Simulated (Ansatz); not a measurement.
What does this script print? It uses the Ansatz DFT code, driven from Python.

`cl2h2osti.py`
```python
'''Cost of removing each kind of hydrogen from Cl2H2OSTi, fragments frozen.'''

import ansatz as az


def energy_of(molecule, charge=0, unpaired=0):
    calc = molecule.calculation().basis(gaussian='def2-TZVP').functional('HF')
    if charge:
        calc = calc.charge(charge)
    if unpaired:
        calc = calc.spin('collinear', total=unpaired)
    return calc.run(threads=1).report['free_energy_ev']

def without(molecule, index):
    rest = az.Crystal.molecule()
    for i, site in enumerate(molecule.cartesian_sites):
        if i != index:
            rest = rest.atom(site.symbol, site.position_ang)
    return rest

geometry_ang = [
    ('O', (-1.3754, 0.6637, 1.253)),
    ('Ti', (-0.1129, 0.0647, -0.0725)),
    ('S', (1.5765, -1.1757, 1.0423)),
    ('Cl', (-1.0982, -1.2992, -1.6326)),
    ('Cl', (0.8489, 1.8855, -1.1884)),
    ('H', (-2.0895, 1.2212, 0.7006)),
    ('H', (2.3118, -1.4282, -0.1481)),
]
molecule = az.Crystal.molecule()
for symbol, xyz in geometry_ang:
    molecule = molecule.atom(symbol, xyz)

whole = energy_of(molecule, 0)
hydrogen = energy_of(az.Crystal.molecule().atom('H', (0, 0, 0)), 0, 1)
print(f'E(molecule) = {whole:.5f} eV, E(H) = {hydrogen:.5f} eV')
for index in [5, 6]:
    radical = energy_of(without(molecule, index), 0, 1)
    print(f'H{index}: homolysis {23.060548 * (radical + hydrogen - whole):.1f} kcal/mol')
    anion = energy_of(without(molecule, index), -1)
    print(f'H{index}: loss of a proton {23.060548 * (anion - whole):.1f} kcal/mol')
```

`python cl2h2osti.py` gives:
```text
E(molecule) = -60986.34585 eV, E(H) = -13.60052 eV
H5: homolysis 74.9 kcal/mol
H5: loss of a proton 335.6 kcal/mol
H6: homolysis 57.7 kcal/mol
H6: loss of a proton 317.4 kcal/mol
```

Reading the output:
- Total energies depend on the basis set; only differences at equal settings carry meaning.
- The geometry is a force-field or estimated start, not a minimum of this method, and the basis set is short of its limit. All parts are taken at fixed geometry, without zero-point energy.
- The expectation value of S² is noticeably off S(S+1) in at least one run, so that state is spin-contaminated.
- Hartree-Fock leaves correlation out, so bond, atomisation and ionisation energies come out well too low.
- Anions want diffuse functions, which this basis lacks.
- Timing: 13 min on 1 thread of Arm Neoverse V2, with other jobs on the host, peak memory 1.2 GiB.
